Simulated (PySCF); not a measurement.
# SbF₂: a ladder of methods and rigid scans

Aim: at the PBE0 minimum of doublet SbF₂, found before, compare methods on energies and levels. Rigid scans about the minimum follow.

Computed with PySCF 2.14.0. Level: several methods, basis Sb def2-TZVP with ECP28, F def2-TZVP, scalar-relativistic core potentials, no spin–orbit coupling, density fitting.

**1. The starting structure**

3 atoms, charge 0, spin multiplicity 2.

Bond lengths: Sb1–F2 1.904 Å, Sb1–F3 1.904 Å. Angles: F2–Sb1–F3 95.0°.

Z-matrix (Å, degrees; charge 0 multiplicity 2):
```
Sb
F  1 1.9041
F  1 1.9041 2 95.02
```

**2. PBE0**

One driver script runs all steps and calls PySCF; scf.py shows the equivalent input of each level. Each SCF starts from the density of the minimum. The driver also runs the species with one electron less or more at the same geometry (one less: multiplicity 1, one more: multiplicity 1); their logs are not shown.

File scf.py:

```python
from pyscf import gto, scf, dft
mol = gto.M(atom='''
Sb    -0.000000    -0.000000    -0.304640
F      1.404067    -0.000000     0.981522
F     -1.404067     0.000000     0.981522''',
    basis={'Sb': 'def2-TZVP', 'F': 'def2-TZVP'},
    ecp={'Sb': 'def2-TZVP'},
    charge=0, spin=1)
mf = dft.UKS(mol, xc='PBE0')
mf.grids.atom_grid = (99, 590)
aux = {'Sb': 'def2-universal-JKFIT', 'F': 'def2-universal-JKFIT'}
mf = mf.density_fit(auxbasis=aux)
mf.kernel()
```

**3. HF**

scf.py, as its differences from that of step 2:

```diff
@@ -9,2 +9 @@
-mf = dft.UKS(mol, xc='PBE0')
-mf.grids.atom_grid = (99, 590)
+mf = scf.UHF(mol)
```

**4. MP2**

scf.py, as its differences from that of step 3:

```diff
@@ -12,0 +13,2 @@
+from pyscf.mp import dfump2
+dfump2.DFUMP2(mf, frozen=6).kernel()  # the driver gives MP2 a fitting basis of its own (RI)
```

**5. PBE**

scf.py, as its differences from that of step 4:

```diff
@@ -9 +9,2 @@
-mf = scf.UHF(mol)
+mf = dft.UKS(mol, xc='PBE')
+mf.grids.atom_grid = (99, 590)
@@ -13,2 +13,0 @@
-from pyscf.mp import dfump2
-dfump2.DFUMP2(mf, frozen=6).kernel()  # the driver gives MP2 a fitting basis of its own (RI)
```

**6. r2SCAN**

scf.py, as its differences from that of step 5:

```diff
@@ -9 +9 @@
-mf = dft.UKS(mol, xc='PBE')
+mf = dft.UKS(mol, xc='R2SCAN')
```

**7. B3LYP**

scf.py, as its differences from that of step 6:

```diff
@@ -9 +9 @@
-mf = dft.UKS(mol, xc='R2SCAN')
+mf = dft.UKS(mol, xc='B3LYP')
```

**8. TPSSh**

scf.py, as its differences from that of step 7:

```diff
@@ -9 +9 @@
-mf = dft.UKS(mol, xc='B3LYP')
+mf = dft.UKS(mol, xc='TPSSH')
```

**9. MN15**

scf.py, as its differences from that of step 8:

```diff
@@ -9 +9 @@
-mf = dft.UKS(mol, xc='TPSSH')
+mf = dft.UKS(mol, xc='MN15')
```

**10. M06**

scf.py, as its differences from that of step 9:

```diff
@@ -9 +9 @@
-mf = dft.UKS(mol, xc='MN15')
+mf = dft.UKS(mol, xc='M06')
```

**12. Breathing scan**

A rigid scan with PBE0: all bonds to the central atom are scaled together. Each point starts from its neighbour's orbitals, and energies count from the minimum.

**13. Stretching one bond**

A rigid scan with PBE0: the bond from Sb to the last atom (F) is scaled and the rest held.

(Steps that only read results are left out.)

Q: Predict the outcome of this session. Wanted: atomisation energy, range; vertical ionisation energy, range; vertical electron affinity, range; orbital gap, range; all bonds 4 % longer; one bond 20 % longer.

The runs gave:

| quantity | value |
| --- | --- |
| atomisation energy, range | 468 (HF) to 902 (PBE) kJ/mol |
| vertical ionisation energy, range | 8.48 (PBE) to 8.85 (MN15) eV |
| vertical electron affinity, range | 0.27 (HF) to 1.05 (B3LYP) eV |
| orbital gap, range | 1.26 (PBE) to 9.54 (HF) eV |
| all bonds 4 % longer | 12.3 kJ/mol |
| one bond 20 % longer | 91.9 kJ/mol |

What this shows: The atomisation energy spreads over 434 kJ/mol, from HF to PBE; without a CCSD(T) value for it there is no yardstick here. Without diffuse functions electron affinities tend to come out too low. Shortening all bonds by 4 % costs 15.9 kJ/mol and lengthening them 12.3: the wall is steeper on the short side. With an element this heavy the missing spin–orbit coupling can shift these numbers.
